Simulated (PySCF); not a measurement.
# [Lu(SH)2]+: other functionals and bases at one geometry

How far do other levels of theory move the description of [Lu(SH)2]+, and what does each cost? The species was built from a template and needn't be a known compound.

The runs use PySCF 2.14.0; several levels, as the steps say, no spin–orbit coupling.

1 further run of the same task is left out (for a known fault of the program).

## 1. Where the work starts

5 atoms, charge 1, spin multiplicity 1.

Bond lengths: Lu1–S2 2.427 Å, Lu1–S4 2.427 Å, S2–H3 1.359 Å, S4–H5 1.359 Å. Angles: S2–Lu1–S4 100.5°, Lu1–S2–H3 96.3°, Lu1–S4–H5 96.3°.

As a file:

```xyz
5
charge 1, multiplicity 1
Lu    0.00000    0.00000   -0.69407
S     1.86446   -0.06922    0.85834
H     2.83272   -0.24343   -0.07977
S    -1.86446    0.06922    0.85834
H    -2.83272    0.24343   -0.07977
```

Formal oxidation states: Lu +3. Each metal's 14 4f electrons lie in its core potential, so multiplicities, spins and levels count the valence alone. An earlier session relaxed this geometry at PBE0, Lu lcecp-1-SVP with ECP60, S def2-SVP, H def2-SVP (singlet, point group C2).

At PBE0 on the finer grid: E = -836.864923 Eh, HOMO -12.26 eV, LUMO -7.83 eV, Mulliken charge on Lu1 +1.04 e, largest force component 0.011 eV/Å. 

Levels to run: B3LYP; BLYP; PBE0, TZVP. Hardware: 2 threads of Arm Neoverse V2, shared host.

## 2. B3LYP

run.py (the lines that set the calculation) reads:

```python
mol = gto.M(atom='''
Lu     0.00000     0.00000    -0.69407
S      1.86446    -0.06922     0.85834
H      2.83272    -0.24343    -0.07977
S     -1.86446     0.06922     0.85834
H     -2.83272     0.24343    -0.07977''',
    basis={'Lu': 'lcecp-1-SVP', 'S': 'def2-SVP', 'H': 'def2-SVP'},
    ecp={'Lu': 'lcecp-1-SVP'},
    charge=1, spin=0)
mf = dft.RKS(mol, xc='B3LYP')
mf.grids.atom_grid = (75, 302)  # f atoms: unpruned, at least (60, 302)
mf = mf.density_fit()  # fitting sets: Lu AutoAux, S def2-universal-JKFIT, H def2-universal-JKFIT
mf.conv_tol = 1e-08; mf.max_cycle = 55
mf.kernel(dm0)  # dm0: the density of the relaxed state
```

On the command line:

```console
$ OMP_NUM_THREADS=2 python run.py
```

The program printed:

```text
init E= -837.202966038965
  HOMO = -0.439971029753406  LUMO = -0.300684542433451  gap/eV = 3.79018
cycle= 1 E= -837.203849324652  delta_E= -0.000883  |g|= 0.0127  |ddm|= 0.158
  HOMO = -0.441409460550406  LUMO = -0.297831426563253  gap/eV = 3.90696
cycle= 2 E= -837.203790230475  delta_E= 5.91e-05  |g|= 0.0176  |ddm|= 0.045
  HOMO = -0.440514373604252  LUMO = -0.299453741245763  gap/eV = 3.83846
cycle= 3 E= -837.203901492222  delta_E= -0.000111  |g|= 0.00451  |ddm|= 0.0337
  HOMO = -0.440783962352273  LUMO = -0.299330149190105  gap/eV = 3.84915
cycle= 4 E= -837.203908327236  delta_E= -6.84e-06  |g|= 0.00065  |ddm|= 0.00706
  HOMO = -0.440857846263502  LUMO = -0.299428320689898  gap/eV = 3.84849
cycle= 5 E= -837.203908459832  delta_E= -1.33e-07  |g|= 0.000226  |ddm|= 0.0014
  HOMO = -0.440846722596662  LUMO = -0.299403255428398  gap/eV = 3.84887
cycle= 6 E= -837.203908481693  delta_E= -2.19e-08  |g|= 2.87e-05  |ddm|= 0.000385
  HOMO = -0.440851891315985  LUMO = -0.299405421861341  gap/eV = 3.84895
cycle= 7 E= -837.203908482022  delta_E= -3.29e-10  |g|= 5.52e-06  |ddm|= 5.91e-05
  HOMO = -0.440851140459588  LUMO = -0.299404837419011  gap/eV = 3.84895
Extra cycle  E= -837.203908482028  delta_E= -5.23e-12  |g|= 4.15e-06  |ddm|= 1.45e-05
converged SCF energy = -837.203908482028
```

It took 3 s on 2 threads of Arm Neoverse V2, shared host.

Read off: E = -837.203908 Eh, HOMO -12.00 eV, LUMO -8.15 eV, Mulliken charge on Lu1 +0.98 e, largest force component 0.340 eV/Å. 

## 3. BLYP

Edit run.py (the lines that set the calculation) of step 2 so:

```diff
@@ -9,3 +9,3 @@
     charge=1, spin=0)
-mf = dft.RKS(mol, xc='B3LYP')
+mf = dft.RKS(mol, xc='BLYP')
 mf.grids.atom_grid = (75, 302)  # f atoms: unpruned, at least (60, 302)
```

On the command line:

```console
$ OMP_NUM_THREADS=2 python run.py
```

The program printed:

```text
init E= -837.113863672328
  HOMO = -0.400322820520544  LUMO = -0.320958154665142  gap/eV = 2.15962
cycle= 1 E= -837.113139705074  delta_E= 0.000724  |g|= 0.11  |ddm|= 0.453
  HOMO = -0.413907134159052  LUMO = -0.294196423639605  gap/eV = 3.25749
cycle= 2 E= -837.083382101751  delta_E= 0.0298  |g|= 0.288  |ddm|= 0.692
  HOMO = -0.402756046939967  LUMO = -0.311502319793149  gap/eV = 2.48314
cycle= 3 E= -837.118325753318  delta_E= -0.0349  |g|= 0.0116  |ddm|= 0.485
  HOMO = -0.403081710562522  LUMO = -0.313129183111286  gap/eV = 2.44773
cycle= 4 E= -837.118373583582  delta_E= -4.78e-05  |g|= 0.00247  |ddm|= 0.0244
  HOMO = -0.403226694795065  LUMO = -0.313256572883645  gap/eV = 2.44821
cycle= 5 E= -837.118374347275  delta_E= -7.64e-07  |g|= 0.00147  |ddm|= 0.00381
  HOMO = -0.403145300091865  LUMO = -0.313132185481429  gap/eV = 2.44938
cycle= 6 E= -837.118375215164  delta_E= -8.68e-07  |g|= 0.000324  |ddm|= 0.00223
  HOMO = -0.403156412789971  LUMO = -0.313118625065044  gap/eV = 2.45005
cycle= 7 E= -837.118375257402  delta_E= -4.22e-08  |g|= 4.45e-05  |ddm|= 0.000463
  HOMO = -0.403159116366881  LUMO = -0.313117282382692  gap/eV = 2.45016
cycle= 8 E= -837.118375258234  delta_E= -8.33e-10  |g|= 6.63e-06  |ddm|= 7.7e-05
  HOMO = -0.403158353965571  LUMO = -0.313115543507145  gap/eV = 2.45019
Extra cycle  E= -837.118375258187  delta_E= 4.77e-11  |g|= 1.21e-05  |ddm|= 2.91e-05
converged SCF energy = -837.118375258187
```

It took 3.2 s on 2 threads of Arm Neoverse V2, shared host.

Read off: E = -837.118375 Eh, HOMO -10.97 eV, LUMO -8.52 eV, Mulliken charge on Lu1 +0.88 e, largest force component 0.670 eV/Å. 

## 4. PBE0, TZVP

Basis: Lu lcecp-1-TZVP with ECP60, S def2-TZVP, H def2-TZVP. 

run.py (the lines that set the calculation) reads:

```python
mol = gto.M(atom='''
Lu     0.00000     0.00000    -0.69407
S      1.86446    -0.06922     0.85834
H      2.83272    -0.24343    -0.07977
S     -1.86446     0.06922     0.85834
H     -2.83272     0.24343    -0.07977''',
    basis={'Lu': 'lcecp-1-TZVP', 'S': 'def2-TZVP', 'H': 'def2-TZVP'},
    ecp={'Lu': 'lcecp-1-TZVP'},
    charge=1, spin=0)
mf = dft.RKS(mol, xc='PBE0')
mf.grids.atom_grid = (75, 302)  # f atoms: unpruned, at least (60, 302)
mf = mf.density_fit()  # fitting sets: Lu AutoAux, S def2-universal-JKFIT, H def2-universal-JKFIT
mf.conv_tol = 1e-08; mf.max_cycle = 55
mf.kernel(dm0)  # dm0: free metal ions and neutral atoms
```

On the command line:

```console
$ OMP_NUM_THREADS=2 python run.py
```

The program printed:

```text
init E= -837.001970554823
  HOMO = -0.520217131511101  LUMO = -0.33302433473109  gap/eV = 5.09378
cycle= 1 E= -837.045893635082  delta_E= -0.0439  |g|= 0.537  |ddm|= 2.19
  HOMO = -0.373619697245686  LUMO = -0.299057009367081  gap/eV = 2.02895
cycle= 2 E= -836.915302496608  delta_E= 0.131  |g|= 0.861  |ddm|= 1.48
  HOMO = -0.440357681588898  LUMO = -0.267945326362247  gap/eV = 4.69158
cycle= 3 E= -837.131941962277  delta_E= -0.217  |g|= 0.159  |ddm|= 1.03
  HOMO = -0.447350518882843  LUMO = -0.289319859579375  gap/eV = 4.30023
cycle= 4 E= -837.139885914712  delta_E= -0.00794  |g|= 0.0555  |ddm|= 0.21
  HOMO = -0.448592502235363  LUMO = -0.285360662638445  gap/eV = 4.44176
cycle= 5 E= -837.140936422271  delta_E= -0.00105  |g|= 0.00812  |ddm|= 0.0592
  HOMO = -0.448117448769254  LUMO = -0.284578880974499  gap/eV = 4.45011
cycle= 6 E= -837.140953541175  delta_E= -1.71e-05  |g|= 0.00168  |ddm|= 0.00814
  HOMO = -0.448145219618855  LUMO = -0.284532949766861  gap/eV = 4.45212
cycle= 7 E= -837.140954346472  delta_E= -8.05e-07  |g|= 0.0004  |ddm|= 0.00188
  HOMO = -0.448146605538651  LUMO = -0.284556586764993  gap/eV = 4.45151
cycle= 8 E= -837.140954402635  delta_E= -5.62e-08  |g|= 6.62e-05  |ddm|= 0.000445
  HOMO = -0.448143918780735  LUMO = -0.28455496417659  gap/eV = 4.45148
cycle= 9 E= -837.14095440553  delta_E= -2.9e-09  |g|= 9.35e-06  |ddm|= 0.000195
  HOMO = -0.448141327127128  LUMO = -0.284555268370331  gap/eV = 4.45140
Extra cycle  E= -837.14095440557  delta_E= -4e-11  |g|= 1.05e-05  |ddm|= 2.63e-05
converged SCF energy = -837.14095440557
```

Wall time 7.8 s (2 threads of Arm Neoverse V2, shared host).

It gives: E = -837.140954 Eh, HOMO -12.19 eV, LUMO -7.74 eV, Mulliken charge on Lu1 +1.36 e, largest force component 0.186 eV/Å. 

## 5. Results

| level | state | HOMO (eV) | gap (eV) | charge on Lu1 (e) | dipole (D) | largest force (eV/Å) | basis functions | time |
| --- | --- | --- | --- | --- | --- | --- | --- | --- |
| PBE0 (relaxed here) | singlet | -12.26 | 4.43 | 1.04 | 7.04 | 0.01 | 79 | 7.1 s |
| B3LYP | singlet | -12.00 | 3.85 | 0.98 | 6.67 | 0.34 | 79 | 3 s |
| BLYP | singlet | -10.97 | 2.45 | 0.88 | 6.03 | 0.67 | 79 | 3.2 s |
| PBE0, TZVP | singlet | -12.19 | 4.45 | 1.36 | 6.68 | 0.19 | 133 | 7.8 s |

Times are on 2 threads of Arm Neoverse V2, shared host; the first row also made further properties. The dipole of a charged species depends on the origin, so these sizes hold for this origin alone.

In one basis the HOMO–LUMO gap runs from 2.45 eV (BLYP) to 4.43 eV (PBE0). The largest leftover force, 0.67 eV/Å with BLYP, stands at a geometry relaxed at another level. The Mulliken charge on Lu spans +0.88 to +1.36 e over the levels. With 4f in the core, its levels are missing from HOMO and gap. Total energies of different levels can't be compared. Spin–orbit coupling is left out throughout.
